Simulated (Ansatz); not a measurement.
# Ni (Nickel): the cost of one run

Program: Ansatz 0.2.0. Level of theory: DFT PBE, scalar-relativistic, plane waves, PAW. These are calculated values, not measurements.

**1. The starting structure**

The structure is cubic, space group Fm-3m (No. 225). The conventional cell has a = 3.519 Å, b = 3.519 Å, c = 3.519 Å, α = 90.00°, β = 90.00°, γ = 90.00°. Around Ni (site symmetry m-3m) lie 12 Ni at 2.49 Å.

Structure file:

```
Ni
1.0
     0.00000    1.75931    1.75931
     1.75931    0.00000    1.75931
     1.75931    1.75931    0.00000
Ni
1
Direct
  0.00000 0.00000 0.00000
```

An earlier run at PBE left this cell at 10.891 Å³/atom and 0.00 GPa (22×22×22 mesh).

**2. Field gradients and densities at the nuclei**

input.yaml

```yaml
crystal:
  lattice:
    - [0.0, 1.7593096198, 1.7593096198]
    - [1.7593096198, 0.0, 1.7593096198]
    - [1.7593096198, 1.7593096198, 0.0]
  atoms:
    - { symbol: Ni, position: [0.0, 0.0, 0.0], spin: 0.76 }
basis:
  ecutwfc: 420
  ecutrho_ratio: 4
kpoints:
  mp_grid: { grid: [22, 22, 22] }
hamiltonian:
  xc: pbe
scf:
  occupations: { method: gaussian, width: 0.05 }
  lower_state_search: "off"
output:
  forces: true
  stress: true
  eigenvalues: true
  populations: true
  efg: { contact_densities: true, quadrupole_moments_barn: { Ni: 0.162 } }
magnetization:
  spin_polarized: true
checkpoint:
  read: start.run
  write: ck
  compress: false
  write_wavefunctions: false
  write_every: 100000
```

start.run is the folder with the converged state of an earlier run on this cell.

The run is started by

```
ansatz run input.yaml --threads 1 --pin off --max-ram 2560MiB --backend cpu --events-out ev --progress --plain --runs-dir out
```

Q: Estimate wall time and peak memory on 1 thread of Intel Xeon Platinum 8259CL at 2.50GHz (Skylake/Cascade Lake), shared host.

About 11 s, with a peak of 0.52 GiB.
